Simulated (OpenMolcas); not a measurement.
**W²⁺ among point charges: CASSCF and CASPT2 levels and susceptibility**

Aim: the splitting of the states of W²⁺ in the field of 8 point charges, its lowest levels with spin-orbit coupling and its magnetic susceptibility.

Method: state-averaged CASSCF and CASPT2, spin-orbit coupling by RASSI with atomic mean-field integrals. Code: OpenMolcas 26.06.

### Step 1. The system

```
Species                           : W²⁺ (tungsten, Z = 74, 72 electrons)
Basis                             : ANO-RCC-VDZP [7s6p4d2f1g], 68 functions
Scalar Hamiltonian                : DKH2, point nucleus
Inactive shells                   : 1s 2s 2p 3s 3p 3d 4s 4p 4d 4f 5s 5p
Active space                      : 4 electrons in 5 orbitals (5d)
Some configurations of this space : 5d⁴
Orbitals                          : optimised for each spin and parity, averaged over all roots
```

Outer shells as boxes (Hund's rule):

5d4
```
5d [↑ ][↑ ][↑ ][↑ ][  ]
```

The ion sits among 8 point charges of -0.6 e arranged as a cube (Oh), 2.26 Å from the ion.

Each step is its own input file, run in one work folder so that later steps find the files of earlier ones. Labels, J, g values, rates, χT and fits are worked out afterwards by a script from the matrices that RASSI stores. The input lists half of the charges; inversion (Group=XYZ) makes the rest.

### Step 2. One- and two-electron integrals

File a.inp:

```
&GATEWAY
Coord
1

W 0.0 0.0 0.0
Basis=ANO-RCC-VDZP
Group=XYZ
NoMove
AngMom=0.0 0.0 0.0
AMFI
XField
4 Angstrom 0
1.304812 1.304812 1.304812 -0.600000
1.304812 1.304812 -1.304812 -0.600000
1.304812 -1.304812 1.304812 -0.600000
1.304812 -1.304812 -1.304812 -0.600000
&SEWARD
```

The run is started by

```
$ OMP_NUM_THREADS=1 MOLCAS_MEM=1689 MOLCAS_PROJECT=a pymolcas a.inp > a.log
```

### Step 3. Reference wave functions, quintets of even parity, 5 roots

File a.inp:

```
&RASSCF
FileOrb=start.orb
Symmetry=1
Spin=5
nActEl=4 0 0
Inactive=15 19
Ras2=5 0
CIRoot=5 5 1
SDav=5
CIMx=300
Iter=120 100
PrWF=0.3
OrbListing=Nothing
MaxOrb=0
>>> COPY $Project.JobIph JOB001
```

start.orb holds the contracted functions of the basis, ordered by shell, or the orbitals of the step before.

### Step 4. CASSCF: triplets of even parity, 45 roots

File a.inp:

```
&RASSCF
FileOrb=start.orb
Symmetry=1
Spin=3
nActEl=4 0 0
Inactive=15 19
Ras2=5 0
CIRoot=45 45 1
SDav=45
CIMx=300
Iter=120 100
PrWF=0.3
OrbListing=Nothing
MaxOrb=0
>>> COPY $Project.JobIph JOB002
```

### Step 5. CASSCF: singlets of even parity, 50 roots

File a.inp:

```
&RASSCF
FileOrb=start.orb
Symmetry=1
Spin=1
nActEl=4 0 0
Inactive=15 19
Ras2=5 0
CIRoot=50 50 1
SDav=50
CIMx=300
Iter=120 100
PrWF=0.3
OrbListing=Nothing
MaxOrb=0
>>> COPY $Project.JobIph JOB003
```

### Step 6. State interaction with spin-orbit coupling

File a.inp:

```
&RASSI
NrOfJobIphs=3 5 45 50
1 2 3 4 5
1 2 3 4 5 6 7 8 9 10 11 12 13 14 15 16 17 18 19 20 21 22 23 24 25 26 27
28 29 30 31 32 33 34 35 36 37 38 39 40 41 42 43 44 45
1 2 3 4 5 6 7 8 9 10 11 12 13 14 15 16 17 18 19 20 21 22 23 24 25 26 27
28 29 30 31 32 33 34 35 36 37 38 39 40 41 42 43 44 45 46 47 48 49 50
IphNames
JOB001
JOB002
JOB003
EJob
SpinOrbit
DIPRint=1.0
SOCoupling=1000.0
Subsets=2
Property=9
'ANGMOM' 1 'ANGMOM' 2 'ANGMOM' 3 'MLTPL  1' 1 'MLTPL  1' 2 'MLTPL  1' 3
'AMFI' 1 'AMFI' 2 'AMFI' 3
SOProperty=3
'ANGMOM' 1 'ANGMOM' 2 'ANGMOM' 3
```

### Step 7. CASPT2: IPEA 0.25, imaginary shift 0.1 (closed shells correlated: 4f 5s 5p)

File a.inp:

```
>>> COPY JOB001 $Project.JobIph
&CASPT2
Multistate=5 1 2 3 4 5
NoMult
Frozen=14 9
IPEA=0.25
Imaginary=0.1
MaxIter=60
WThr=0.0 0.3 0.05
PrWF=0.5
NoMix
>>> COPY JOB002 $Project.JobIph
&CASPT2
Multistate=45 1 2 3 4 5 6 7 8 9 10 11 12 13 14 15 16 17 18 19 20 21 22
23 24 25 26 27 28 29 30 31 32 33 34 35 36 37 38 39 40 41 42 43 44 45
NoMult
Frozen=14 9
IPEA=0.25
Imaginary=0.1
MaxIter=60
WThr=0.0 0.3 0.05
PrWF=0.5
NoMix
>>> COPY JOB003 $Project.JobIph
&CASPT2
Multistate=50 1 2 3 4 5 6 7 8 9 10 11 12 13 14 15 16 17 18 19 20 21 22
23 24 25 26 27 28 29 30 31 32 33 34 35 36 37 38 39 40 41 42 43 44 45 46
47 48 49 50
NoMult
Frozen=14 9
IPEA=0.25
Imaginary=0.1
MaxIter=60
WThr=0.0 0.3 0.05
PrWF=0.5
NoMix
```

(Steps that only read results are left out.)

Q: Predict the outcome of this session. Wanted: spin-free ground state; first state of the same spin within the active space; lowest level; next level.

As calculated:

| quantity | value |
| --- | --- |
| method | SS-CASPT2, IPEA 0.25, imaginary shift 0.1 (closed shells correlated: 4f 5s 5p) |
| spin-free ground state | 5T2, 3-fold in its orbital part |
| first state of the same spin within the active space | 5E at 4220 cm⁻¹ |
| lowest level | 1-fold A1 |
| next level | 2029.8 cm⁻¹ |
| χT at 300 K | 0.16 cm³ K/mol |
| effective moment at 300 K | 1.14 μB |

Cost by method:

```csv
method,time of its own steps,time with the reference
A. CASSCF,21 s,21 s
"B. SS-CASPT2, IPEA 0.25, imaginary shift 0.1, +4f 5s 5p",13 s,34 s
```

Times are of one thread on a shared host.

**Reading.** The spin-free ground state (5T2) comes to 100 % from free-ion D terms and keeps the highest spin of the shell. χT at 300 K is 0.16, against 3.01 cm³ K/mol for the spin alone, so spin-orbit coupling lowers it. An active space of the d shell alone favours high spin; real ions in strong fields can be low spin. CASPT2 does not keep the components of a term degenerate, and the means are used. The field of point charges can differ much from that of real complexes. With metal d orbitals alone active, the gaps between spin states are rough; where two lie within a few thousand cm-1, their order is open. This is an electrostatic model: the charges have no orbitals.
